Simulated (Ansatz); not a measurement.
# WSe2: a single-point run

The task is a single-point run on WSe2. The structure is shown as the input types it. The cell is built on a prototype (fluorite) and needn't be the phase found in nature.

Program: Ansatz 0.2.0. Level of theory: density functional or hybrid calculation with the settings of its input, plane waves (as first typed). These are calculated values, not measurements.

### Step 1. The starting structure

The structure is cubic, space group Fm-3m (No. 225). The conventional cell has a = 6.185 Å, b = 6.185 Å, c = 6.185 Å, α = 90.00°, β = 90.00°, γ = 90.00°. W (site symmetry m-3m) has 8 Se at 2.68 Å as nearest neighbours. Around Se (site symmetry -43m) lie 4 W at 2.68 Å.

As a file:

```cif
data_structure
_symmetry_space_group_name_H-M 'P 1'
_symmetry_Int_Tables_number 1
_cell_length_a 4.3734
_cell_length_b 4.3734
_cell_length_c 4.3734
_cell_angle_alpha 60.000
_cell_angle_beta 60.000
_cell_angle_gamma 60.000
_cell_volume 59.15
loop_
_atom_site_label
_atom_site_type_symbol
_atom_site_fract_x
_atom_site_fract_y
_atom_site_fract_z
_atom_site_occupancy
W1 W 0.00000 0.00000 0.00000 1
Se1 Se 0.25000 0.25000 0.25000 1
Se2 Se 0.75000 0.75000 0.75000 1
```

### Step 2. The run

input.yaml

```yaml
crystal:
  lattice:
    - [0.0, 3.0924832564, 3.0924832564]
    - [3.0924832564, 0.0, 3.0924832564]
    - [3.0924832564, 3.0924832564, 0.0]
  atoms:
    - { symbol: W, position: [0.0, 0.0, 0.0] }
    - { symbol: Se, position: [0.25, 0.25, 0.25] }
    - { symbol: Se, position: [0.75, 0.75, 0.75] }
kpoints:
  mp_grid: { grid: [4, 4, 4] }
hamiltonian:
  xc: hse06
scf:
  occupations: { method: fermi_dirac, width: 0.02 }
  n_extra_bands: 4
  max_iter: 64
output:
  forces: true
  stress: true
  eigenvalues: true
basis:
  ecutwfc: 160
```

Started as:

```console
$ ansatz run input.yaml --threads 4 --pin off --max-ram 3686MiB --backend cpu --events-out ev --progress --plain --runs-dir out
```

Q: Will this input give a usable result? If not, why, and what should change?

This run ends as converged, with warnings (cutoff below recommended, filled band counts differ across k points, stress exchange threshold loose). Its log warns: «basis.ecutwfc = 160 eV is below the records' recommended 420 eV ...»

Look at the input: basis.ecutwfc is 160. The cutoff lies far under what these potentials need. The potentials' recommended cutoff is 420 eV.

To check: delete basis.ecutwfc (the default then holds).
